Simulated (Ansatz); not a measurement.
# HgOs3: the cost of one run

Method: DFT PBE, scalar-relativistic, plane waves, PAW, in Ansatz 0.2.0.

**1. The system as given**

Symmetry: Pm-3m, No. 221, cubic system. The conventional cell has a = 3.990 Å, b = 3.990 Å, c = 3.990 Å, α = 90.00°, β = 90.00°, γ = 90.00°. Hg (site symmetry m-3m) is surrounded by 12 Os at 2.82 Å. Os (site symmetry 4/mmm) has 4 Hg at 2.82 Å and 8 Os at 2.82 Å as nearest neighbours.

As a file:

```
Hg Os
1.0
     3.99033    0.00000    0.00000
     0.00000    3.99033    0.00000
     0.00000    0.00000    3.99033
Hg Os
1 3
Direct
  0.00000 0.00000 0.00000
  0.00000 0.50000 0.50000
  0.50000 0.00000 0.50000
  0.50000 0.50000 0.00000
```

This is candidate A: Cu3Au (L1_2) type (Pm-3m, No. 221).

(A quick probe on a coarse mesh, which set the mesh and smearing, is not shown.)

**3. Relaxing cell and atoms (candidate A)**

input.yaml

```yaml
crystal:
  lattice:
    - [3.9903253588, 0.0, 0.0]
    - [0.0, 3.9903253588, 0.0]
    - [0.0, 0.0, 3.9903253588]
  atoms:
    - { symbol: Hg, position: [0.0, 0.0, 0.0] }
    - { symbol: Os, position: [0.0, 0.5, 0.5] }
    - { symbol: Os, position: [0.5, 0.0, 0.5] }
    - { symbol: Os, position: [0.5, 0.5, 0.0] }
basis:
  ecutwfc: 420
kpoints:
  mp_grid: { grid: [12, 12, 12] }
hamiltonian:
  xc: pbe
scf:
  occupations: { method: gaussian, width: 0.1 }
output:
  forces: true
  stress: true
  eigenvalues: true
relax:
  adjacent_minimum: "off"
  f_tol: 0.01
  max_steps: 80
  cell: { stress_tol: 0.05 }
```

Command:

```sh
ansatz run input.yaml --threads 1 --pin off --max-ram 2560MiB --backend cpu --events-out ev --progress --plain --runs-dir out
```

**Question.** How long does this run take on 1 thread of Intel Xeon Platinum 8375C at 2.90GHz (Ice Lake), shared host, and how much memory does it need?

About 55 s, with a peak of 0.51 GiB.
